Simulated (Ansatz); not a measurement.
Runs of Ansatz 0.2.0 on NiMoIrPdW. The structure is tetragonal, space group I4mm (No. 107). Conventional cell: a = 2.740 Å, b = 2.740 Å, c = 19.433 Å, α = 90.00°, β = 90.00°, γ = 90.00°. Ni (site symmetry 4mm) is surrounded by 4 Mo at 2.60 Å and 4 Pd at 2.67 Å and 4 Ni at 2.74 Å. Mo (site symmetry 4mm) has 4 Ni at 2.60 Å and 4 Mo at 2.74 Å and 4 W at 2.94 Å as nearest neighbours. Around Pd (site symmetry 4mm) lie 4 Ni at 2.67 Å and 4 Pd at 2.74 Å and 4 Ir at 2.83 Å. Around Ir (site symmetry 4mm) lie 4 W at 2.69 Å and 4 Ir at 2.74 Å and 4 Pd at 2.83 Å. Around W (site symmetry 4mm) lie 4 Ir at 2.69 Å and 4 W at 2.74 Å and 4 Mo at 2.94 Å. The cell was built by a generator and needn't be a form met in nature.

| potentials or basis | cutoff (eV) | gap on the mesh (eV) | pressure (GPa) | moment (μB) | largest force (eV/Å) |
| --- | --- | --- | --- | --- | --- |
| Ansatz NC with PseudoDojo standard (PBE files) | 1400 | none | 0.0 | 0.00 | 0.03 |
| PseudoDojo standard (PBE files) | 1333 | none | (b) | 0.00 | 0.02 |
| SPMS NC | 925 | none | 0.1 | 0.00 | 0.03 |
| Ansatz PAW earlier set | 1080 | none | 0.0 | 0.00 | 0.03 |
| JTH PAW | 2400 | none | (a) | 0.00 | 0.05 |

Alike in all rows: task single point; level PBE; spin collinear, ferromagnetic start; cell as given; k mesh 13 × 13 × 13; smearing fermi-dirac 0.05 eV.

Q: Fill in the values left out.

A: (a) 0.3; (b) -0.1.

A k mesh can miss the band edges, and the runs leave out spin-orbit coupling on Ir, Mo, Pd, W.

A gap of «none» marks a metal or a gap under the smearing width.

Not every run made on this cell is shown here.
